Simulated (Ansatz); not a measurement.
# Te2H radical (SMILES [Te][TeH]): functionals against CCSD(T) at one geometry

The atoms stand at a structure displaced at random from a GFN2-xTB minimum. How far do the functionals agree with CCSD(T) there?

Program: Ansatz 0.2.0, Gaussian basis. Level of theory: single points in def2-TZVPP. These are calculated values, not measurements.

Cores are frozen in the correlated methods. Filled d shells of the heavier atoms are correlated. Core potentials replace the inner electrons past krypton, and spin-orbit coupling is left out. Orbitals are unrestricted. B3LYP uses VWN-RPA correlation.

**1. The system as given**

SMILES `[Te][TeH]`, 3 atoms, charge 0, spin multiplicity 2.

Atoms are counted from 1 here; the program's logs count them from 0.

Bond lengths: Te1–Te2 2.809 Å, Te2–H3 1.629 Å. Angles: Te1–Te2–H3 83.9°.

As a file:

```csv
atom,x (Å),y (Å),z (Å)
Te1,1.4365,-0.7826,0.8274
Te2,-0.4247,1.1039,-0.1044
H3,-1.1605,-0.1985,-0.7497
```

**2. CCSD(T)/def2-TZVPP**

run/in.yaml

```yaml
crystal:
  periodic: [false, false, false]
  atoms:
    - {symbol: Te, position_ang: [1.436500, -0.782600, 0.827400]}
    - {symbol: Te, position_ang: [-0.424700, 1.103900, -0.104400]}
    - {symbol: H, position_ang: [-1.160500, -0.198500, -0.749700]}
basis:
  gaussian: {orbitals: def2-TZVPP}
magnetization: {spin_polarized: true, initial_magnetization: 1}
correlation: {method: ccsd_t}
scf: {omitted_lower_state_checks: [cluster_reference]}
output: {forces: true}
```

No record of the launch command was kept for these runs.

**3. PBE0-D4/def2-TZVPP**

Edit run/in.yaml of step 2 so:

```diff
@@ -9,4 +9,3 @@
 magnetization: {spin_polarized: true, initial_magnetization: 1}
-correlation: {method: ccsd_t}
-scf: {omitted_lower_state_checks: [cluster_reference]}
-output: {forces: true}
+hamiltonian: {xc: pbe0, dispersion: d4}
+output: {forces: true, orbitals: {seedname: orbitals}}
```

**4. wB97M-V/def2-TZVPP**

Edit run/in.yaml of step 3 so:

```diff
@@ -9,3 +9,3 @@
 magnetization: {spin_polarized: true, initial_magnetization: 1}
-hamiltonian: {xc: pbe0, dispersion: d4}
-output: {forces: true, orbitals: {seedname: orbitals}}
+hamiltonian: {xc: {name: wB97M-V}}
+output: {forces: true}
```

**5. r2SCAN-D4/def2-TZVPP**

Edit run/in.yaml of step 4 so:

```diff
@@ -9,3 +9,3 @@
 magnetization: {spin_polarized: true, initial_magnetization: 1}
-hamiltonian: {xc: {name: wB97M-V}}
+hamiltonian: {xc: r2scan, dispersion: d4}
 output: {forces: true}
```

**6. PBE-D4/def2-TZVPP**

Edit run/in.yaml of step 5 so:

```diff
@@ -9,3 +9,3 @@
 magnetization: {spin_polarized: true, initial_magnetization: 1}
-hamiltonian: {xc: r2scan, dispersion: d4}
+hamiltonian: {xc: pbe, dispersion: d4}
 output: {forces: true}
```

**7. B3LYP-D4/def2-TZVPP**

Edit run/in.yaml of step 6 so:

```diff
@@ -9,3 +9,3 @@
 magnetization: {spin_polarized: true, initial_magnetization: 1}
-hamiltonian: {xc: pbe, dispersion: d4}
+hamiltonian: {xc: {name: B3LYP}, dispersion: d4}
 output: {forces: true}
```

**8. SPW92/def2-TZVPP**

Edit run/in.yaml of step 7 so:

```diff
@@ -9,3 +9,3 @@
 magnetization: {spin_polarized: true, initial_magnetization: 1}
-hamiltonian: {xc: {name: B3LYP}, dispersion: d4}
+hamiltonian: {xc: lda}
 output: {forces: true}
```

(Steps that only read results are left out.)

What does the calculation give? Wanted: energy less free atoms, CCSD(T)/def2-TZVPP; RMS force component; RMS force error; HOMO and LUMO, PBE0-D4; T1 diagnostic.

The runs gave:

| quantity | value |
| --- | --- |
| energy less free atoms, CCSD(T)/def2-TZVPP | -468.1 kJ/mol |
| RMS force component | 0.622 to 0.803 eV/Å over the methods |
| RMS force error | PBE0-D4 0.126, wB97M-V 0.134, r2SCAN-D4 0.093, PBE-D4 0.194, B3LYP-D4 0.112, SPW92 0.210 eV/Å |
| HOMO and LUMO, PBE0-D4 | -6.25 and -3.90 eV |
| T1 diagnostic | 0.020 |

**Reading.** Against CCSD(T) the functionals' energies less atoms differ by -159.7 to -5.4 kJ/mol, PBE-D4 by -62.8 kJ/mol. CCSD(T) in triple zeta still lacks some correlation energy of the bonds, so part of these gaps is its own basis error and they don't rank the functionals. The forces of r2SCAN-D4 come nearest to CCSD(T), those of SPW92 are farthest. Frozen-core CCSD(T) forces in triple zeta carry basis errors of their own, and this is one geometry, so small gaps rank nothing.
